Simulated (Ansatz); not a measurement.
# MgAs (quartet): from Hartree-Fock to the top rungs at distance As1–Mg2 = 2.643 Å, cc-pVTZ

One table from this session's results is given with a row withheld; the runs are named, their logs left out.

Program: Ansatz 0.2.0, Gaussian basis. Level of theory: cc-pVTZ, core rule «outside noble gas», up to 19 orbitals frozen. These are calculated values, not measurements.

To be run: UHF; CCSD(T) on ROHF; CCSD(T) on UHF; BCCD(T) on ROHF; CISD; CCSDT(Q) on ROHF; CCSDT(Q) on UHF; CASSCF and MRCISD+Q, 5 electrons in 5 orbitals; CASSCF and NEVPT2, 5 electrons in 5 orbitals.

21 further runs of the same task are left out: 6 for a known fault of the program, 1 for a mislabelled method, 11 that didn't finish, 3 set aside as unsound or not needed.

## The geometry

The geometry derives from a PBE0/def2-TZVP stationary point (not a proven minimum). One bond is set to the value named and the two fragments are kept rigid. No spin-orbit coupling is included. The filled d shell of As may be among the frozen orbitals whatever the setting's name suggests; the logs give the count.

2 atoms, charge 0, spin multiplicity 4.

Atoms are counted from 1 here; the program's logs count them from 0.

Bond lengths: As1–Mg2 2.643 Å.

Geometry (Å):

| atom | x (Å) | y (Å) | z (Å) |
| --- | --- | --- | --- |
| As1 | 0.0000 | 0.0000 | 0.0000 |
| Mg2 | 0.0000 | 0.0000 | 2.6432 |

Set-up of the first run:

in.yaml

```yaml
crystal:
  periodic: [false, false, false]
  atoms:
    - {symbol: As, position_ang: [0.000000, 0.000000, 0.000000]}
    - {symbol: Mg, position_ang: [0.000000, 0.000000, 2.643200]}
basis:
  gaussian: {orbitals: cc-pVTZ}
magnetization: {spin_polarized: true, initial_magnetization: 3}
hamiltonian: {xc: hf}
output: {orbitals: {seedname: orbitals}}
```

Launch:

```sh
> ansatz run in.yaml --threads 1 --pin off --events-out ev --progress --plain --max-ram 2393MiB
```

Among the steps run: UHF; CCSD(T) on ROHF; CCSD(T) on UHF; BCCD(T) on ROHF; CISD; CCSDT(Q) on ROHF; CCSDT(Q) on UHF; CASSCF and MRCISD+Q, 5 electrons in 5 orbitals; CASSCF and NEVPT2, 5 electrons in 5 orbitals.

One of the session's tables, all rows but one given; the rest of the session is left out.

| method | from UCCSDT(Q) (kcal/mol) |
| --- | --- |
| ROHF | +86.64 |
| UHF | +82.70 |
| RMP2 | ? |
| UMP2 | +17.68 |
| CISD | +7.43 |
| RCCSD | +4.85 |
| UCCSD | +4.37 |
| RCCSD(T) | +1.08 |
| UCCSD(T) | +0.83 |
| BCCD(T) | +1.07 |
| RCCSDT | +0.45 |
| UCCSDT | +0.17 |
| RCCSDT(Q) | +0.27 |
| UCCSDT(Q) | 0 |
| CASSCF pair | +79.48 |
| NEVPT2 pair | +17.25 |
| MRCISD pair | +7.49 |
| MRCISD+Q pair | +1.44 |

**Question.** Estimate the row for RMP2.

As computed: from UCCSDT(Q) (kcal/mol): +17.64. In the column «from UCCSDT(Q) (kcal/mol)» it lies between NEVPT2 pair (+17.25) and UMP2 (+17.68).

Caveats from the session: Restricted and unrestricted rows rest on different reference determinants; where their highest levels disagree by more than a few hundredths of an eV, they describe different states and don't form one ladder.
